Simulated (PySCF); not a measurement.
Cl2GaSeH, in a box:

```
Cl Ga Se H
1.0
    12.00000    0.00000    0.00000
     0.00000   13.00000    0.00000
     0.00000    0.00000   13.00000
Cl Ga Se H
2 1 1 1
Direct
  0.60440 0.45042 0.62884
  0.42881 0.35456 0.42887
  0.49821 0.47572 0.50090
  0.46586 0.64587 0.45993
  0.39574 0.61657 0.37795
```

The cell isn't the ideal one: atoms moved at random, drawn with an rms of 0.05 Å.

Base run:

| Quantity | Value |
| --- | --- |
| Program | PySCF 2.14.0 |
| Functional | revPBE |
| Dispersion | D4 |
| Potentials or basis | def2-svp (all-electron) |
| k mesh | 1 × 1 × 1 |
| Occupations | fixed |
| Spin | no spin polarisation |

Its results: gap between the frontier levels 4.46 eV.

Q: After a change of settings the same cell gave: gap between the frontier levels 4.90 eV. Which change was it?
A. functional from revPBE to SCAN; dispersion from D4 to D3(BJ)
B. functional from revPBE to PBE; dispersion from D4 to none
C. functional from revPBE to TM; dispersion from D4 to none
D. functional from revPBE to PBE50; dispersion from D4 to none

A: A.

Caveats: this is a molecule in a periodic box at the Γ point, so its band gap is the HOMO-LUMO gap; relativity is left out, which matters for the heavier elements; the basis of atomic orbitals isn't converged, which shifts pressures, moduli and gaps.
